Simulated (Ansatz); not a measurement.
# C4H13GaN2O: one species, many methods

The task here is to estimate one member of a computed series from the others.

Method: functionals in def2-TZVPP, the program's frozen cores in correlated methods; program: Ansatz 0.2.0, Gaussian basis.

Levels to be run: LDA (SPW92), PBE-D4, revPBE-D4, BLYP-D4, r2SCAN-D4, B97M-V, PBE0-D4, B3LYP-D4, r2SCANh-D4, r2SCAN0-D4, HSE06-D4, BHLYP-D4, CAM-B3LYP-D4, LC-ωPBE, ωB97X-V, ωB97M-V, B2PLYP, PBE-QIDH; CCSD(T)/def2-SVP; CCSD(T)/def2-TZVPP; MP2/def2-QZVPP; extrapolation to the limit; RPA on PBE.

### The geometry

An earlier PBE0-D4 in a triple-zeta def2 set relaxation fixed the geometry.

SMILES `C[N](C)[Ga]([OH])[N](C)C`, 21 atoms, charge 0, spin multiplicity 1.

Atoms are counted from 1 here; the program's logs count them from 0.

Bond lengths: C1–N2 1.438 Å, C1–H9 1.091 Å, C1–H10 1.101 Å, C1–H11 1.101 Å, N2–C3 1.438 Å, N2–Ga4 1.820 Å, C3–H12 1.101 Å, C3–H13 1.101 Å, C3–H14 1.093 Å, Ga4–O5 1.793 Å, Ga4–N6 1.812 Å, O5–H15 0.958 Å, N6–C7 1.441 Å, N6–C8 1.437 Å, C7–H16 1.100 Å, C7–H17 1.101 Å, C7–H18 1.091 Å, C8–H19 1.101 Å and more. Angles: N2–C1–H9 111.3°, N2–C1–H10 111.2°, N2–C1–H11 112.1°, H9–C1–H10 107.1°, H9–C1–H11 107.8°, H10–C1–H11 107.0°, C1–N2–C3 113.0°, C1–N2–Ga4 124.8°, C3–N2–Ga4 122.2°, N2–C3–H12 111.8°, N2–C3–H13 111.7°, N2–C3–H14 111.1°, H12–C3–H13 107.1°, H12–C3–H14 107.7°, H13–C3–H14 107.1°, N2–Ga4–O5 119.7°, N2–Ga4–N6 126.4°, O5–Ga4–N6 113.8° and more.

Set-up of the first run:

Contents of in.yaml:

```yaml
crystal:
  periodic: [false, false, false]
  atoms:
    - {symbol: C, position_ang: [-1.444212, -0.579704, 1.704528]}
    - {symbol: N, position_ang: [-1.395752, 0.401922, 0.654637]}
    - {symbol: C, position_ang: [-2.617892, 1.149404, 0.526087]}
    - {symbol: Ga, position_ang: [0.038817, 0.696325, -0.426624]}
    - {symbol: O, position_ang: [0.141379, 2.215311, -1.373483]}
    - {symbol: N, position_ang: [1.444044, -0.419385, -0.677486]}
    - {symbol: C, position_ang: [2.633820, 0.030306, -1.354970]}
    - {symbol: C, position_ang: [1.498466, -1.799592, -0.281745]}
    - {symbol: H, position_ang: [-0.479536, -1.074512, 1.828833]}
    - {symbol: H, position_ang: [-1.698749, -0.117736, 2.670414]}
    - {symbol: H, position_ang: [-2.199213, -1.357465, 1.510960]}
    - {symbol: H, position_ang: [-2.857532, 1.703467, 1.446539]}
    - {symbol: H, position_ang: [-3.475752, 0.494184, 0.311094]}
    - {symbol: H, position_ang: [-2.553074, 1.872846, -0.290280]}
    - {symbol: H, position_ang: [-0.468555, 2.896849, -1.088169]}
    - {symbol: H, position_ang: [2.832459, -0.568226, -2.256551]}
    - {symbol: H, position_ang: [3.522043, -0.049862, -0.710076]}
    - {symbol: H, position_ang: [2.532425, 1.072415, -1.662368]}
    - {symbol: H, position_ang: [1.703496, -2.453122, -1.143141]}
    - {symbol: H, position_ang: [2.291207, -1.986919, 0.459073]}
    - {symbol: H, position_ang: [0.552112, -2.126498, 0.152739]}
basis:
  gaussian: {orbitals: def2-TZVPP}
hamiltonian: {xc: lda}
output: {orbitals: {seedname: orbitals}}
```

Started as:

```
> ansatz run in.yaml --threads 4 --pin off --events-out ev --progress --plain --max-ram 41984MiB --backend cuda --devices 0, --max-vram 37GiB
```

Steps of the session up to this table: LDA; PBE-D4 (GGA); revPBE-D4 (GGA); BLYP-D4 (GGA); r2SCAN-D4 (meta-GGA); B97M-V (meta-GGA); B3LYP-D4 (hybrid); r2SCANh-D4 (hybrid); r2SCAN0-D4 (hybrid); HSE06-D4 (hybrid); BHLYP-D4 (hybrid); CAM-B3LYP-D4 (range-separated); LC-ωPBE (range-separated); ωB97X-V (range-separated); ωB97M-V (range-separated); B2PLYP (double hybrid); PBE-QIDH (double hybrid).

One of the session's tables, all rows but one given; the rest of the session is left out.

It belongs to the step «Frontier levels by functional». 

```
  functional  HOMO (eV)  gap (eV)
 LDA (SPW92)      -4.75      3.60
      PBE-D4      -4.62      3.74
   revPBE-D4      -4.56      3.83
     BLYP-D4      -4.52      3.68
   r2SCAN-D4          ?         ?
      B97M-V      -4.98      4.17
     PBE0-D4      -5.89      5.96
    B3LYP-D4      -5.69      5.44
  r2SCANh-D4      -5.32      5.12
  r2SCAN0-D4      -6.06      6.32
    HSE06-D4      -5.49      5.18
    BHLYP-D4      -7.12      8.00
CAM-B3LYP-D4      -7.25      8.24
     LC-ωPBE      -8.55     10.91
     ωB97X-V      -8.24     10.31
     ωB97M-V      -8.17      9.94
```

**Question.** Estimate the row for r2SCAN-D4.

Worked estimate for «HOMO (eV)». Against the share of exact exchange, r2SCANh-D4 (0.1, -5.32), r2SCAN0-D4 (0.25, -6.06) give a slope of -4.93 per unit share; at 0 the line stands at -4.83.

As computed: HOMO (eV): -4.84; gap (eV): 4.31. In «HOMO (eV)» the line misses by +0.01.
